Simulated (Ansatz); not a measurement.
Runs of Ansatz 0.2.0 on Ta4NiO11. The typed cell holds 16 atoms: a = 5.293 Å, b = 5.336 Å, c = 7.911 Å, α = 90.30°, β = 93.72°, γ = 90.45°. The cell was built by a generator and needn't be a form met in nature.

| task | level | cell | k mesh | cutoff (eV) | points for each segment of the path | mesh quality | gap on the mesh (eV) | pressure (GPa) | moment (μB) | relaxed volume (Å³/atom) | largest force (eV/Å) |
| --- | --- | --- | --- | --- | --- | --- | --- | --- | --- | --- | --- |
| relaxation of cell and atoms | PBE | relaxed | 4 × 4 × 3 | 420 | - | not flagged | 1.31 | 0.0 | 2.00 | 13.93 | 0.01 |
| band structure | PBE | as given | 5 × 5 × 4 | 420 | 10 | not flagged | 1.32 | 0.0 | 2.00 | - | 0.01 |
| single point | PBE0 | as given | 2 × 2 × 2 | 420 | - | coarse | 5.19 | - | 2.00 | - | (a) |
| band structure | r2SCAN | as given | 5 × 5 × 4 | 500 | 10 | not flagged | 2.64 | -4.9 | 2.00 | - | (b) |
| relaxation of cell and atoms | r2SCAN | relaxed | 4 × 4 × 3 | 500 | - | not flagged | 2.64 | 0.0 | 2.00 | 13.47 | - |

Alike in all rows: potentials or basis Ansatz PAW; spin collinear, ferromagnetic start; smearing fermi-dirac 0.05 eV.

Fill in the values left out.

(a) 0.50; (b) 0.30.

Caveats: some runs use coarse meshes; spin-orbit coupling is left out, which moves the levels of the heavy elements; a cell with one magnetic atom can't hold antiferromagnetic order, which such compounds often take; the magnetic or orbital state may not be the lowest (some runs); the PAW data sets come from PBE, with cores solved anew for the run's functional, which leaves a small shift of forces and pressure (some runs); odd divisions of the mesh miss points on the zone boundary, where band edges often lie, so the gap on the mesh can be too wide (some runs); the plane-wave basis is chosen anew once the cell has moved, so the energies of steps on either side of that aren't comparable (some runs).

A k mesh can miss the band edges, and the runs leave out spin-orbit coupling on Ta.

Not every run made on this cell is shown here.
